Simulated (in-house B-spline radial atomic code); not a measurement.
# Ar⁺: ionisation energy by several methods

One table from this session's results is given with a row withheld; the runs are named, their logs left out.

Method: scalar-relativistic (X2C), several functionals, spin-polarised, exact exchange averaged over the configuration; spherical all-electron atom at the radial basis limit. Code: in-house B-spline radial atomic code version 1.

### The system

| Quantity | Value |
| --- | --- |
| element | argon (Z = 18) |
| charge | +1 |
| electrons | 17 |
| configuration | [Ne] 3s2 3p5 |
| nucleus | Fermi, rms radius 3.427 fm |

Outer shells as boxes (Hund's rule):

[Ne] 3s2 3p5
```
[Ne] core
3s [↑↓]
3p [↑↓][↑↓][↑ ]
```

Where spins are not typed, each open shell is filled with up spins first.

Set-up of the first run:

The run's settings:

```ini
Z = 18
electrons = 17.0
configuration = [Ne] 3s2 3p5
hamiltonian = x2c
method = r2scan0
spin_polarised = True
nucleus = fermi
rms_radius = 3.4274
mass_number = 40
atomic_mass = 39.96238312204
speed_of_light = 137.035999084
exact_exchange = averaged over the configuration
```

Command:

```console
python run_scf.py task.json out
```

task.json lists these runs, among others, and the program works through them in turn.

Steps of the session up to this table: r2SCAN0, a global hybrid; ωB97X, a range-separated hybrid; M06-2X, a global hybrid; CAM-B3LYP, a range-separated hybrid; HSE06, a range-separated hybrid; LC-ωPBE, a range-separated hybrid.

One table of the session follows, with a row left open; its other results are not shown here.

| method | ΔSCF (eV) |
| --- | --- |
| r2SCAN0 | 27.714 |
| M06-2X | 27.629 |
| ωB97X | ? |
| CAM-B3LYP | 27.735 |
| HSE06 | 27.668 |
| LC-ωPBE | 27.817 |

Estimate the missing values for ωB97X.

As computed: ΔSCF (eV): 27.681. In the column «ΔSCF (eV)» it lies between HSE06 (27.668) and r2SCAN0 (27.714).
